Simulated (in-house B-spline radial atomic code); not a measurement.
# Mo⁷⁺: ionisation energy by several methods

The task here is to estimate one member of a computed series from the others.

Method: Dirac-Coulomb, several functionals; spherical all-electron atom at the radial basis limit. Code: in-house B-spline radial atomic code version 1.

### What is computed

| Item | Value |
| --- | --- |
| element | molybdenum (Z = 42) |
| charge | +7 |
| electrons | 35 |
| configuration | [Ar] 3d10 4s2 4p5 |
| nucleus | Fermi, rms radius 4.409 fm |

Outer shells as boxes (Hund's rule):

[Ar] 3d10 4s2 4p5
```
[Ar] core
3d [↑↓][↑↓][↑↓][↑↓][↑↓]
4s [↑↓]
4p [↑↓][↑↓][↑ ]
```

The boxes only draw the filling; these runs are spin-restricted and spherical.

The first run:

Settings, as recorded:

```ini
Z = 42
electrons = 35.0
configuration = [Ar] 3d10 4s2 4p5
hamiltonian = dirac
method = lda_x_rel,vwn
spin_polarised = False
nucleus = fermi
rms_radius = 4.4091
mass_number = 98
atomic_mass = 97.905403609
speed_of_light = 137.035999084
```

Among the steps run: relativistic LDA; exchange-only LDA; AM05, a GGA; BLYP, a GGA; LDA (PW92); PBE, a GGA.

One table of the session follows, with a row left open; its other results are not shown here.

| method | ΔSCF (eV) |
| --- | --- |
| relativistic LDA | ? |
| exchange-only LDA | 144.27 |
| LDA (PW92) | 146.15 |
| AM05 | 145.97 |
| BLYP | 145.77 |
| PBE | 145.95 |

**Question.** Estimate the row for relativistic LDA.

As computed: ΔSCF (eV): 146.08. In the column «ΔSCF (eV)» it lies between AM05 (145.97) and LDA (PW92) (146.15).
